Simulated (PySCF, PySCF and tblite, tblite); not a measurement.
# C₄H₆F₂O₂: conformers and averaged spectra

Aim: find the conformers of C₄H₆F₂O₂ (`CCO[C@@H]1OC1(F)F`), weigh them, and average their properties.

Programs: PySCF 2.14.0 with density-fitted response routines of our own, and tblite 0.8.0. All values are computed, except where a source is named. Atoms count from 0 throughout.

### 1 The starting structure

14 atoms, charge 0, multiplicity 1; geometry from: MMFF94s geometry.

Bonds of the start (Å): C0–C1 1.51, C0–H10 1.11, C0–H8 1.09, C0–H9 1.09, C1–H11 1.11, C1–H12 1.08, C1–O2 1.44, C3–C5 1.48, C3–H13 1.09, C3–O4 1.45, C5–F6 1.38, C5–F7 1.38, O2–C3 1.43, O4–C5 1.42.

### 2 GFN2-xTB relaxation, conformer 1

The job: settings as JSON, then the geometry in Å.

```
{"job": {"xc": "GFN2-xTB", "basis": "xTB", "kind": "relax"}, "charge": 0, "multiplicity": 1}
C     -1.582700     1.146000    -0.659000
C     -1.209900    -0.296200    -0.885900
O      0.214000    -0.397500    -1.063800
C      0.902600    -0.912000     0.074500
O      0.999800    -0.037900     1.228700
C      2.177600    -0.267800     0.464200
F      3.212500    -0.980000     1.031500
F      2.739400     0.771900    -0.249900
H     -1.108600     1.545500     0.243000
H     -1.261000     1.766200    -1.493100
H     -2.678100     1.249300    -0.556000
H     -1.541400    -0.927600    -0.036600
H     -1.691400    -0.677900    -1.773500
H      0.826500    -1.982300     0.279500
```

Started as:

```bash
> OMP_NUM_THREADS=1 python ens_run.py task.json out
```

One launch serves the whole session.

Output:

```text
step      E/eV     max force
  0    -794.07837    3.132
  1    -794.36213    1.030
  2    -794.42173    0.560
  3    -794.43482    0.302
  4    -794.44360    0.215
  5    -794.44844    0.233
  6    -794.45392    0.217
  7    -794.45602    0.143
  8    -794.45751    0.116
  9    -794.45865    0.136
 10    -794.45963    0.120
 11    -794.46025    0.086
 12    -794.46076    0.065
 13    -794.46132    0.070
 14    -794.46191    0.083
 15    -794.46239    0.074
 16    -794.46273    0.062
 17    -794.46302    0.064
 18    -794.46337    0.074
 19    -794.46389    0.075
 20    -794.46461    0.087
 21    -794.46560    0.106
 22    -794.46696    0.111
 23    -794.46889    0.136
 24    -794.47149    0.165
 25    -794.47464    0.163
 26    -794.47807    0.158
 27    -794.48164    0.185
 28    -794.48590    0.207
 29    -794.49067    0.206
 30    -794.49417    0.256
 31    -794.48870    0.548
 32    -794.49920    0.135
 33    -794.50057    0.122
 34    -794.50348    0.116
 35    -794.50426    0.100
 36    -794.50527    0.050
 37    -794.50547    0.052
 38    -794.50572    0.048
 39    -794.50597    0.050
 40    -794.50633    0.050
 41    -794.50671    0.048
 42    -794.50714    0.055
 43    -794.50768    0.063
 44    -794.50843    0.070
 45    -794.50936    0.082
 46    -794.51033    0.083
 47    -794.51121    0.082
 48    -794.51176    0.142
 49    -794.51259    0.131
 50    -794.51339    0.082
 51    -794.51453    0.060
 52    -794.51486    0.060
 53    -794.51536    0.051
 54    -794.51586    0.052
 55    -794.51630    0.041
 56    -794.51662    0.041
 57    -794.51686    0.042
 58    -794.51705    0.039
 59    -794.51705    0.039
 60    -794.51714    0.034
 61    -794.51728    0.021
 62    -794.51732    0.018
 63    -794.51739    0.016
 64    -794.51742    0.013
 65    -794.51744    0.013
 66    -794.51746    0.012
 67    -794.51748    0.011
 68    -794.51749    0.012
 69    -794.51751    0.013
 70    -794.51753    0.014
 71    -794.51755    0.014
 72    -794.51757    0.012
 73    -794.51758    0.011
 74    -794.51760    0.010
 75    -794.51761    0.013
 76    -794.51763    0.015
 77    -794.51765    0.011
 78    -794.51767    0.012
 79    -794.51769    0.011
 80    -794.51771    0.014
 81    -794.51774    0.016
 82    -794.51776    0.014
 83    -794.51778    0.013
 84    -794.51780    0.012
 85    -794.51782    0.013
 86    -794.51784    0.009
 87    -794.51784    0.008
 88    -794.51785    0.007
 89    -794.51786    0.008
 90    -794.51787    0.011
 91    -794.51788    0.013
 92    -794.51790    0.011
 93    -794.51791    0.010
 94    -794.51792    0.009
 95    -794.51793    0.011
 96    -794.51794    0.010
 97    -794.51795    0.008
 98    -794.51795    0.008
 99    -794.51796    0.006
100    -794.51796    0.004
```

Run time: 0.72 s. Hardware: 1 thread of Intel Xeon Platinum 8259CL at 2.50GHz, shared host.

Gain 0.440 eV; displacement 0.42 Å root mean square.

**GFN2-xTB relaxation, conformer 2**

The job: settings as JSON, then the geometry in Å.

```
{"job": {"xc": "GFN2-xTB", "basis": "xTB", "kind": "relax"}, "charge": 0, "multiplicity": 1}
C     -2.079200    -0.119600    -0.218900
C     -1.137800     0.240900     0.896400
O      0.077800     0.783900     0.375400
C      1.072600    -0.201500     0.071000
O      1.780000    -0.741800     1.228400
C      2.485000     0.141300     0.359200
F      3.519800    -0.350400    -0.410500
F      2.874600     1.383600     0.834600
H     -1.652600    -0.887000    -0.868700
H     -3.040100    -0.490000     0.184800
H     -2.289600     0.757400    -0.845900
H     -1.590000     0.996500     1.548300
H     -0.926000    -0.635900     1.542900
H      0.904700    -0.878000    -0.758500
```

Output:

```text
step      E/eV     max force
  0    -794.04560    3.358
  1    -794.36026    1.112
  2    -794.42376    0.568
  3    -794.44058    0.369
  4    -794.45252    0.274
  5    -794.45849    0.254
  6    -794.46573    0.193
  7    -794.46834    0.147
  8    -794.47022    0.114
  9    -794.47158    0.137
 10    -794.47268    0.115
 11    -794.47327    0.082
 12    -794.47367    0.071
 13    -794.47402    0.074
 14    -794.47432    0.066
 15    -794.47454    0.040
 16    -794.47467    0.031
 17    -794.47467    0.031
 18    -794.47473    0.024
 19    -794.47484    0.021
 20    -794.47488    0.025
 21    -794.47500    0.035
 22    -794.47511    0.038
 23    -794.47533    0.044
 24    -794.47564    0.051
 25    -794.47609    0.058
 26    -794.47665    0.059
 27    -794.47727    0.073
 28    -794.47793    0.066
 29    -794.47859    0.063
 30    -794.47920    0.055
 31    -794.47976    0.059
 32    -794.48032    0.067
 33    -794.48090    0.064
 34    -794.48143    0.053
 35    -794.48180    0.037
 36    -794.48199    0.032
 37    -794.48209    0.027
 38    -794.48217    0.022
 39    -794.48224    0.019
 40    -794.48228    0.016
 41    -794.48232    0.016
 42    -794.48235    0.018
 43    -794.48238    0.019
 44    -794.48244    0.021
 45    -794.48253    0.031
 46    -794.48264    0.042
 47    -794.48278    0.045
 48    -794.48292    0.039
 49    -794.48307    0.029
 50    -794.48322    0.036
 51    -794.48336    0.034
 52    -794.48347    0.024
 53    -794.48356    0.030
 54    -794.48367    0.028
 55    -794.48378    0.025
 56    -794.48389    0.031
 57    -794.48402    0.034
 58    -794.48419    0.041
 59    -794.48439    0.052
 60    -794.48460    0.042
 61    -794.48477    0.032
 62    -794.48488    0.025
 63    -794.48494    0.024
 64    -794.48505    0.018
 65    -794.48510    0.014
 66    -794.48513    0.015
 67    -794.48515    0.017
 68    -794.48519    0.017
 69    -794.48522    0.014
 70    -794.48524    0.012
 71    -794.48527    0.013
 72    -794.48529    0.014
 73    -794.48533    0.015
 74    -794.48537    0.017
 75    -794.48541    0.016
 76    -794.48546    0.017
 77    -794.48552    0.020
 78    -794.48561    0.024
 79    -794.48571    0.024
 80    -794.48580    0.019
 81    -794.48588    0.019
 82    -794.48594    0.018
 83    -794.48598    0.015
 84    -794.48602    0.024
 85    -794.48604    0.014
 86    -794.48607    0.012
 87    -794.48611    0.012
 88    -794.48613    0.010
 89    -794.48616    0.009
 90    -794.48617    0.009
 91    -794.48619    0.009
 92    -794.48620    0.008
 93    -794.48621    0.009
 94    -794.48623    0.010
 95    -794.48624    0.008
 96    -794.48626    0.010
 97    -794.48627    0.010
 98    -794.48628    0.010
 99    -794.48629    0.007
100    -794.48630    0.004
101    -794.48630    0.004
```

Wall time 0.74 s (1 thread of Intel Xeon Platinum 8259CL at 2.50GHz, shared host).

Relaxing gained 0.441 eV and moved the atoms by 0.24 Å on average (rms).

GFN2-xTB relaxation, conformer 3:

The job: settings as JSON, then the geometry in Å.

```
{"job": {"xc": "GFN2-xTB", "basis": "xTB", "kind": "relax"}, "charge": 0, "multiplicity": 1}
C      2.289600     0.463100     0.355100
C      1.087500    -0.201300    -0.311100
O     -0.057100     0.047800     0.490800
C     -1.247000    -0.588300    -0.045700
O     -1.815400    -0.002300    -1.216700
C     -2.526500     0.166000    -0.005700
F     -3.731900    -0.463500     0.158700
F     -2.614200     1.426800     0.555200
H      2.120800     1.541900     0.441800
H      2.421500     0.084100     1.376900
H      3.191700     0.290900    -0.221100
H      0.943400     0.191700    -1.308600
H      1.255200    -1.285100    -0.355100
H     -1.318300    -1.672600     0.063400
```

Output:

```text
step      E/eV     max force
  0    -794.08277    2.823
  1    -794.36615    1.035
  2    -794.43373    0.683
  3    -794.44716    0.242
  4    -794.45419    0.216
  5    -794.45862    0.261
  6    -794.46454    0.194
  7    -794.46743    0.138
  8    -794.47002    0.139
  9    -794.47225    0.166
 10    -794.47416    0.137
 11    -794.47508    0.076
 12    -794.47548    0.049
 13    -794.47576    0.042
 14    -794.47602    0.047
 15    -794.47623    0.039
 16    -794.47623    0.039
 17    -794.47631    0.027
 18    -794.47643    0.021
 19    -794.47646    0.022
 20    -794.47657    0.025
 21    -794.47664    0.021
 22    -794.47672    0.022
 23    -794.47678    0.019
 24    -794.47684    0.021
 25    -794.47690    0.022
 26    -794.47694    0.020
 27    -794.47699    0.025
 28    -794.47704    0.024
 29    -794.47710    0.018
 30    -794.47716    0.024
 31    -794.47724    0.026
 32    -794.47732    0.026
 33    -794.47739    0.017
 34    -794.47744    0.020
 35    -794.47749    0.018
 36    -794.47754    0.028
 37    -794.47760    0.028
 38    -794.47764    0.018
 39    -794.47766    0.013
 40    -794.47768    0.010
 41    -794.47770    0.010
 42    -794.47771    0.010
 43    -794.47772    0.009
 44    -794.47773    0.010
 45    -794.47775    0.010
 46    -794.47776    0.009
 47    -794.47777    0.008
 48    -794.47777    0.008
 49    -794.47778    0.009
 50    -794.47779    0.009
 51    -794.47780    0.010
 52    -794.47782    0.011
 53    -794.47784    0.012
 54    -794.47787    0.017
 55    -794.47791    0.018
 56    -794.47795    0.016
 57    -794.47798    0.011
 58    -794.47799    0.008
 59    -794.47800    0.008
 60    -794.47801    0.006
 61    -794.47801    0.004
 62    -794.47801    0.005
 63    -794.47802    0.006
 64    -794.47802    0.008
 65    -794.47803    0.009
 66    -794.47803    0.006
 67    -794.47804    0.004
 68    -794.47804    0.004
```

Run time: 0.51 s. Hardware: 1 thread of Intel Xeon Platinum 8259CL at 2.50GHz, shared host.

Gain 0.395 eV; displacement 0.07 Å root mean square.

### 3 Shieldings, conformer 1: KT3/pcSseg-1 in tetrahydrofuran

The job: settings as JSON, then the geometry in Å.

```
{"job": {"xc": "KT3", "basis": "pcSseg-1", "solvent": "tetrahydrofuran", "kind": "nmr", "pop": true}, "charge": 0, "multiplicity": 1}
C     -1.588773     1.014371    -0.473869
C     -1.174399    -0.342604    -1.022004
O      0.247959    -0.509445    -1.066474
C      0.835654    -0.695688     0.132292
O      1.217099     0.459492     0.909091
C      2.208537    -0.249781     0.342327
F      3.036069    -0.920734     1.153165
F      2.935204     0.313761    -0.617418
H     -1.245137     1.136572     0.550339
H     -1.156613     1.806629    -1.079142
H     -2.671606     1.099345    -0.497630
H     -1.610362    -1.152880    -0.423031
H     -1.485770    -0.455945    -2.061762
H      0.451460    -1.503566     0.757527
```

Output:

```text
coarse grid: 12408 points
cycle   1  E = -512.5135536772  dE =  1.347e+00  |g| = 1.197e+00  |ddm| = 3.346e+00
cycle   2  E = -511.9886219020  dE =  5.249e-01  |g| = 2.111e+00  |ddm| = 2.124e+00
cycle   3  E = -512.7480303509  dE = -7.594e-01  |g| = 1.535e-01  |ddm| = 1.485e+00
cycle   4  E = -512.7519336174  dE = -3.903e-03  |g| = 7.835e-02  |ddm| = 1.554e-01
cycle   5  E = -512.7529454559  dE = -1.012e-03  |g| = 2.990e-02  |ddm| = 6.261e-02
cycle   6  E = -512.7530962555  dE = -1.508e-04  |g| = 9.019e-03  |ddm| = 2.433e-02
cycle   7  E = -512.7531113824  dE = -1.513e-05  |g| = 2.433e-03  |ddm| = 7.458e-03
cycle   8  E = -512.7531124612  dE = -1.079e-06  |g| = 6.412e-04  |ddm| = 2.231e-03
final grid: 122688 points
cycle   9  E = -512.9026937683  dE = -2.024e-04  |g| = 3.976e-02  |ddm| = 7.077e-02
cycle  10  E = -512.9020890115  dE =  6.048e-04  |g| = 7.266e-02  |ddm| = 6.766e-02
cycle  11  E = -512.9029244942  dE = -8.355e-04  |g| = 5.612e-03  |ddm| = 4.671e-02
cycle  12  E = -512.9029301501  dE = -5.656e-06  |g| = 9.620e-04  |ddm| = 3.931e-03
cycle  13  E = -512.9029302955  dE = -1.454e-07  |g| = 3.804e-04  |ddm| = 9.739e-04
cycle  14  E = -512.9029303205  dE = -2.502e-08  |g| = 7.148e-05  |ddm| = 2.942e-04
cycle  15  E = -512.9029303214  dE = -8.241e-10  |g| = 2.202e-05  |ddm| = 5.955e-05
converged SCF energy = -512.9029303214

GIAO shielding tensors (ppm)
atom      isotropic    diamagn.    paramagn.     s11        s22        s33       span
  0 C      165.389     249.535     -84.145    150.010    164.463    181.695     31.685
  1 C      111.819     245.715    -133.896     76.263     95.899    163.295     87.032
  2 O      231.162     398.294    -167.132    158.552    261.997    272.938    114.387
  3 C       99.459     245.820    -146.361     50.940     89.530    157.908    106.967
  4 O      180.694     400.531    -219.837     91.441    132.978    317.663    226.222
  5 C       69.721     254.992    -185.271     30.116     68.469    110.577     80.461
  6 F      287.220     471.470    -184.250    174.070    302.680    384.911    210.841
  7 F      304.213     473.039    -168.825    198.869    319.740    394.031    195.162
  8 H       30.173      32.536      -2.363     25.959     30.826     33.734      7.774
  9 H       30.323      30.579      -0.256     27.278     28.471     35.219      7.941
 10 H       30.600      28.471       2.129     26.828     27.528     37.443     10.615
 11 H       27.544      30.438      -2.893     22.893     27.669     32.071      9.178
 12 H       27.354      28.888      -1.534     22.463     27.089     32.510     10.048
 13 H       26.813      30.272      -3.459     21.488     26.758     32.194     10.706
```

It took 25 s on 1 thread of Intel Xeon Platinum 8259CL at 2.50GHz, shared host; peak memory 0.7 GiB.

Key values: HOMO -7.05 eV, LUMO 0.81 eV; dipole 3.62 D.

### 4 Single-point energy, conformer 1: PBE0/def2-SVP in tetrahydrofuran

Changed since step 3:

```diff
@@ -1,2 +1,2 @@
-{"job": {"xc": "KT3", "basis": "pcSseg-1", "solvent": "tetrahydrofuran", "kind": "nmr", "pop": true}, "charge": 0, "multiplicity": 1}
+{"job": {"xc": "PBE0", "basis": "def2-SVP", "solvent": "tetrahydrofuran", "kind": "sp"}, "charge": 0, "multiplicity": 1}
 C     -1.588773     1.014371    -0.473869
```

Output:

```text
coarse grid: 12408 points
cycle   1  E = -504.9702068039  dE =  1.412e+00  |g| = 9.769e-01  |ddm| = 3.890e+00
cycle   2  E = -504.8028482701  dE =  1.674e-01  |g| = 1.394e+00  |ddm| = 1.758e+00
cycle   3  E = -505.1408529941  dE = -3.380e-01  |g| = 7.314e-02  |ddm| = 1.069e+00
cycle   4  E = -505.1415019674  dE = -6.490e-04  |g| = 4.756e-02  |ddm| = 9.109e-02
cycle   5  E = -505.1419206168  dE = -4.186e-04  |g| = 1.085e-02  |ddm| = 4.124e-02
cycle   6  E = -505.1419399407  dE = -1.932e-05  |g| = 3.712e-03  |ddm| = 1.114e-02
cycle   7  E = -505.1419428535  dE = -2.913e-06  |g| = 4.854e-04  |ddm| = 3.173e-03
final grid: 122688 points
cycle   8  E = -505.2220734623  dE = -2.801e-05  |g| = 1.214e-02  |ddm| = 2.965e-02
cycle   9  E = -505.2220468743  dE =  2.659e-05  |g| = 1.717e-02  |ddm| = 2.142e-02
cycle  10  E = -505.2221022011  dE = -5.533e-05  |g| = 9.901e-04  |ddm| = 1.261e-02
cycle  11  E = -505.2221024104  dE = -2.093e-07  |g| = 1.974e-04  |ddm| = 9.479e-04
cycle  12  E = -505.2221024152  dE = -4.782e-09  |g| = 1.159e-04  |ddm| = 2.385e-04
cycle  13  E = -505.2221024177  dE = -2.504e-09  |g| = 1.639e-05  |ddm| = 1.054e-04
cycle  14  E = -505.2221024177  dE = -4.695e-11  |g| = 4.495e-06  |ddm| = 1.774e-05
converged SCF energy = -505.2221024177
```

Run time: 11 s. Hardware: 1 thread of Intel Xeon Platinum 8259CL at 2.50GHz, shared host; peak memory 0.61 GiB.

This run: HOMO -8.41 eV, LUMO 2.20 eV; dipole 3.72 D.

### 5 Shieldings, conformer 2: KT3/pcSseg-1 in tetrahydrofuran

The job: settings as JSON, then the geometry in Å.

```
{"job": {"xc": "KT3", "basis": "pcSseg-1", "solvent": "tetrahydrofuran", "kind": "nmr", "pop": false}, "charge": 0, "multiplicity": 1}
C     -1.996238    -0.227388    -0.197043
C     -1.121071     0.302780     0.930127
O      0.118470     0.861816     0.469735
C      1.013366    -0.032135    -0.001978
O      1.693860    -0.871064     0.951184
C      2.418664     0.101594     0.372543
F      3.394623    -0.264729    -0.466447
F      2.868658     1.101561     1.122908
H     -1.565255    -1.117878    -0.647775
H     -2.972930    -0.484507     0.202527
H     -2.119165     0.533193    -0.963977
H     -1.607526     1.140119     1.432688
H     -0.906279    -0.484661     1.660688
H      0.780144    -0.559175    -0.926639
```

Output:

```text
coarse grid: 12408 points
cycle   1  E = -512.5113925572  dE =  1.344e+00  |g| = 1.196e+00  |ddm| = 3.370e+00
cycle   2  E = -511.9924303991  dE =  5.190e-01  |g| = 2.105e+00  |ddm| = 2.128e+00
cycle   3  E = -512.7456846012  dE = -7.533e-01  |g| = 1.504e-01  |ddm| = 1.487e+00
cycle   4  E = -512.7494578690  dE = -3.773e-03  |g| = 7.676e-02  |ddm| = 1.521e-01
cycle   5  E = -512.7504544795  dE = -9.966e-04  |g| = 2.930e-02  |ddm| = 6.154e-02
cycle   6  E = -512.7506001785  dE = -1.457e-04  |g| = 8.615e-03  |ddm| = 2.348e-02
cycle   7  E = -512.7506140538  dE = -1.388e-05  |g| = 2.303e-03  |ddm| = 7.016e-03
cycle   8  E = -512.7506150461  dE = -9.923e-07  |g| = 5.943e-04  |ddm| = 2.124e-03
final grid: 122688 points
cycle   9  E = -512.9010766064  dE = -2.127e-04  |g| = 3.901e-02  |ddm| = 7.076e-02
cycle  10  E = -512.9005046453  dE =  5.720e-04  |g| = 7.091e-02  |ddm| = 6.645e-02
cycle  11  E = -512.9012988533  dE = -7.942e-04  |g| = 5.224e-03  |ddm| = 4.560e-02
cycle  12  E = -512.9013037372  dE = -4.884e-06  |g| = 9.411e-04  |ddm| = 3.623e-03
cycle  13  E = -512.9013038754  dE = -1.382e-07  |g| = 3.637e-04  |ddm| = 9.195e-04
cycle  14  E = -512.9013038991  dE = -2.368e-08  |g| = 6.637e-05  |ddm| = 2.809e-04
cycle  15  E = -512.9013038997  dE = -6.748e-10  |g| = 2.273e-05  |ddm| = 5.393e-05
converged SCF energy = -512.9013038997

GIAO shielding tensors (ppm)
atom      isotropic    diamagn.    paramagn.     s11        s22        s33       span
  0 C      170.450     249.023     -78.573    152.407    173.978    184.965     32.558
  1 C      117.446     245.656    -128.210     80.420    106.616    165.304     84.884
  2 O      240.501     398.284    -157.783    178.408    260.979    282.117    103.709
  3 C      104.773     244.823    -140.050     53.173    104.089    157.057    103.884
  4 O      191.570     401.624    -210.054     96.845    151.256    326.610    229.765
  5 C       68.053     256.934    -188.881     31.068     67.656    105.435     74.367
  6 F      286.022     472.152    -186.130    176.442    300.933    380.691    204.249
  7 F      305.524     472.368    -166.844    200.198    321.082    395.291    195.093
  8 H       29.866      31.474      -1.608     25.533     29.780     34.285      8.751
  9 H       30.606      28.001       2.605     26.916     27.648     37.253     10.337
 10 H       30.455      30.262       0.193     26.973     28.350     36.043      9.070
 11 H       27.589      29.374      -1.786     22.239     27.699     32.828     10.589
 12 H       27.500      30.841      -3.341     22.454     28.263     31.783      9.329
 13 H       26.523      31.195      -4.672     20.416     27.581     31.572     11.156
```

Run time: 22 s. Hardware: 1 thread of Intel Xeon Platinum 8259CL at 2.50GHz, shared host; peak memory 0.72 GiB.

Key values: HOMO -7.06 eV, LUMO 0.59 eV; dipole 3.57 D.

### 6 Single-point energy, conformer 2: PBE0/def2-SVP in tetrahydrofuran

Changed since step 5:

```diff
@@ -1,2 +1,2 @@
-{"job": {"xc": "KT3", "basis": "pcSseg-1", "solvent": "tetrahydrofuran", "kind": "nmr", "pop": false}, "charge": 0, "multiplicity": 1}
+{"job": {"xc": "PBE0", "basis": "def2-SVP", "solvent": "tetrahydrofuran", "kind": "sp"}, "charge": 0, "multiplicity": 1}
 C     -1.996238    -0.227388    -0.197043
```

Output:

```text
coarse grid: 12408 points
cycle   1  E = -504.9678946436  dE =  1.408e+00  |g| = 9.778e-01  |ddm| = 3.892e+00
cycle   2  E = -504.8017186864  dE =  1.662e-01  |g| = 1.393e+00  |ddm| = 1.740e+00
cycle   3  E = -505.1387509500  dE = -3.370e-01  |g| = 7.168e-02  |ddm| = 1.053e+00
cycle   4  E = -505.1393822563  dE = -6.313e-04  |g| = 4.609e-02  |ddm| = 8.854e-02
cycle   5  E = -505.1397797358  dE = -3.975e-04  |g| = 1.061e-02  |ddm| = 4.009e-02
cycle   6  E = -505.1397980096  dE = -1.827e-05  |g| = 3.642e-03  |ddm| = 1.080e-02
cycle   7  E = -505.1398008309  dE = -2.821e-06  |g| = 4.471e-04  |ddm| = 3.101e-03
final grid: 122688 points
cycle   8  E = -505.2205762221  dE = -2.992e-05  |g| = 1.214e-02  |ddm| = 3.086e-02
cycle   9  E = -505.2205500444  dE =  2.618e-05  |g| = 1.711e-02  |ddm| = 2.134e-02
cycle  10  E = -505.2206049887  dE = -5.494e-05  |g| = 9.529e-04  |ddm| = 1.242e-02
cycle  11  E = -505.2206051823  dE = -1.936e-07  |g| = 2.089e-04  |ddm| = 9.337e-04
cycle  12  E = -505.2206051883  dE = -6.047e-09  |g| = 1.086e-04  |ddm| = 2.348e-04
cycle  13  E = -505.2206051905  dE = -2.153e-09  |g| = 1.980e-05  |ddm| = 1.027e-04
cycle  14  E = -505.2206051906  dE = -7.526e-11  |g| = 4.491e-06  |ddm| = 2.057e-05
converged SCF energy = -505.2206051906
```

Run time: 10 s. Hardware: 1 thread of Intel Xeon Platinum 8259CL at 2.50GHz, shared host; peak memory 0.61 GiB.

Key values: HOMO -8.44 eV, LUMO 1.98 eV; dipole 3.67 D.

(Part 1 of 3 ends here.)
